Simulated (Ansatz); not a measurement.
# V2O5: the cost of one run

Program: Ansatz 0.2.0. Level of theory: DFT r2SCAN, scalar-relativistic, plane waves, PAW. These are calculated values, not measurements.

1 further run of the same task is left out (it didn't finish).

**1. The starting structure**

Symmetry: C2/m, No. 12, monoclinic system. The conventional cell has a = 12.170 Å, b = 2.990 Å, c = 4.830 Å, α = 90.00°, β = 98.25°, γ = 90.00°. V (site symmetry m) is surrounded by 6 O at 1.82 to 2.06 Å. O (site symmetry 2/m) has 2 V at 1.82 Å as nearest neighbours. O (site symmetry m) has 2 V at 1.96 Å as nearest neighbours. Around O (site symmetry m) lie 3 V at 2.01 to 2.06 Å.

As a file:

```xyz
7
Lattice="6.0850 -1.4950 0.0000 6.0850 1.4950 0.0000 -0.6931 0.0000 4.7800" Properties=species:S:1:pos:R:3 pbc="T T T"
V     1.4021    0.0000    1.8962
V    10.0748    0.0000    2.8838
O    -0.3465    0.0000    2.3900
O     7.3242    0.0000    0.6357
O     4.1527    0.0000    4.1443
O     3.4428    0.0000    1.6539
O     8.0341    0.0000    3.1261
```

(A quick probe on a coarse mesh, which set the mesh and smearing, is not shown.)

**3. A loose first relaxation**

The input, input.yaml:

```yaml
crystal:
  lattice:
    - [6.085, -1.495, 0.0]
    - [6.085, 1.495, 0.0]
    - [-0.69307, 0.0, 4.78002]
  atoms:
    - { symbol: V, position: [0.1378, 0.1378, 0.3967] }
    - { symbol: V, position: [0.8622, 0.8622, 0.6033] }
    - { symbol: O, position: [0.0, 0.0, 0.5] }
    - { symbol: O, position: [0.6094, 0.6094, 0.133] }
    - { symbol: O, position: [0.3906, 0.3906, 0.867] }
    - { symbol: O, position: [0.3026, 0.3026, 0.346] }
    - { symbol: O, position: [0.6974, 0.6974, 0.654] }
basis:
  ecutwfc: 500
kpoints:
  mp_grid: { grid: [6, 6, 4] }
hamiltonian:
  xc: r2scan
scf:
  occupations: { method: gaussian, width: 0.1 }
  lower_state_search: "off"
output:
  forces: true
  stress: true
  eigenvalues: true
relax:
  adjacent_minimum: "off"
  f_tol: 0.04
  max_steps: 70
  cell: { stress_tol: 0.4 }
```

Run with:

```console
$ ansatz run input.yaml --threads 1 --pin off --max-ram 3072MiB --backend cpu --events-out ev --progress --plain --runs-dir out
```

Q: Estimate wall time and peak memory on 1 thread of Arm Neoverse V2, shared host.

About 4.7 min, with a peak of 0.62 GiB.
